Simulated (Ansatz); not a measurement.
# Ca3GeBiH4: the cost of one run

Method: DFT PBE, scalar-relativistic, plane waves, PAW, in Ansatz 0.2.0.

**1. The structure to begin with**

It takes space group P6/mmm (No. 191, hexagonal). The conventional cell has a = 6.247 Å, b = 6.247 Å, c = 4.569 Å, α = 90.00°, β = 90.00°, γ = 120.00°. Ca (site symmetry mmm) is surrounded by 2 H at 1.80 Å. Ge (site symmetry 6/mmm) has 2 Bi at 2.28 Å as nearest neighbours. Bi (site symmetry 6/mmm) is surrounded by 2 Ge at 2.28 Å. H (site symmetry -6m2) is surrounded by 3 Ca at 1.80 Å. Around H (site symmetry -6m2) lie 2 H at 2.28 Å.

As a file:

```xyz
9
Lattice="6.2466 0.0000 0.0000 -3.1233 5.4097 0.0000 0.0000 0.0000 4.5689" Properties=species:S:1:pos:R:3 pbc="T T T"
Ca    3.1233    0.0000    2.2844
Ca   -1.5616    2.7048    2.2844
Ca    1.5616    2.7048    2.2844
Ge    0.0000    0.0000    0.0000
Bi    0.0000    0.0000    2.2844
H     0.0000    3.6065    2.2844
H     3.1233    1.8032    2.2844
H     0.0000    3.6065    0.0000
H     3.1233    1.8032    0.0000
```

A structure generator made this guess: random cell by space group and Wyckoff sites (P6/mmm, No. 191). Lengths come from tabulated atomic sizes and are only a guess.

**2. The guess as it stands, on a coarse mesh**

File input.yaml:

```yaml
crystal:
  lattice:
    - [6.24657505, 0.0, 0.0]
    - [-3.12328752, 5.40969268, 0.0]
    - [0.0, 0.0, 4.56888893]
  atoms:
    - { symbol: Ca, position: [0.5, 0.0, 0.5] }
    - { symbol: Ca, position: [0.0, 0.5, 0.5] }
    - { symbol: Ca, position: [0.5, 0.5, 0.5] }
    - { symbol: Ge, position: [0.0, 0.0, 0.0] }
    - { symbol: Bi, position: [0.0, 0.0, 0.5] }
    - { symbol: H, position: [0.33333333, 0.66666667, 0.5] }
    - { symbol: H, position: [0.66666667, 0.33333333, 0.5] }
    - { symbol: H, position: [0.33333333, 0.66666667, 0.0] }
    - { symbol: H, position: [0.66666667, 0.33333333, 0.0] }
basis:
  ecutwfc: 420
kpoints:
  mp_grid: { grid: [3, 3, 4] }
hamiltonian:
  xc: pbe
scf:
  occupations: { method: gaussian, width: 0.1 }
  lower_state_search: "off"
output:
  forces: true
  stress: true
  eigenvalues: true
```

On the command line:

```bash
$ ansatz run input.yaml --threads 1 --pin off --max-ram 2560MiB --backend cpu --events-out ev --progress --plain --runs-dir out
```

What time and memory should one allow on 1 thread of Arm Neoverse V1, shared host?

About 4.7 s, with a peak of 0.41 GiB.
